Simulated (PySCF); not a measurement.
# C2H5ClO2Si: the cost of one run

Programs: PySCF 2.14.0, with routines of our own; each step states its level. All values are computed. Atoms count from 0.

## Step 1: The starting structure

11 atoms, charge 0, multiplicity 1; geometry from: GFN2-xTB.

## Step 2: Magnetic properties: GIAO PBE/pcSseg-1

The job: settings as JSON, then the geometry in Å.

```
{"job": {"kind": "mag", "xc": "PBE", "basis": "pcSseg-1", "isotopologues": 2}, "charge": 0, "multiplicity": 1}
O     -2.578275     0.839689     1.011472
C     -1.460016     0.833216     0.588887
C     -0.977336    -0.009181    -0.565785
O      0.392082     0.090967    -0.770881
Si     1.627193    -0.554744     0.062238
Cl     3.193631     0.156718    -0.932609
H     -0.660267     1.467943     1.015464
H     -1.282626    -1.049695    -0.399598
H     -1.477779     0.344300    -1.476582
H      1.580962    -2.011635    -0.008938
H      1.647855    -0.104909     1.450369
```

Method: GIAO PBE/pcSseg-1 magnetisability, rotational g tensor and spin-rotation constants, non-relativistic, gas phase.

The run is started by

```console
OMP_NUM_THREADS=1 python excited_run.py task.json out
```

This one command runs all jobs of the session in turn.

**Question.** How long does this first job take on 1 thread of Intel Xeon Platinum 8488C, shared host, and how much memory does it need?

About 24 s, with a peak of 0.55 GiB.
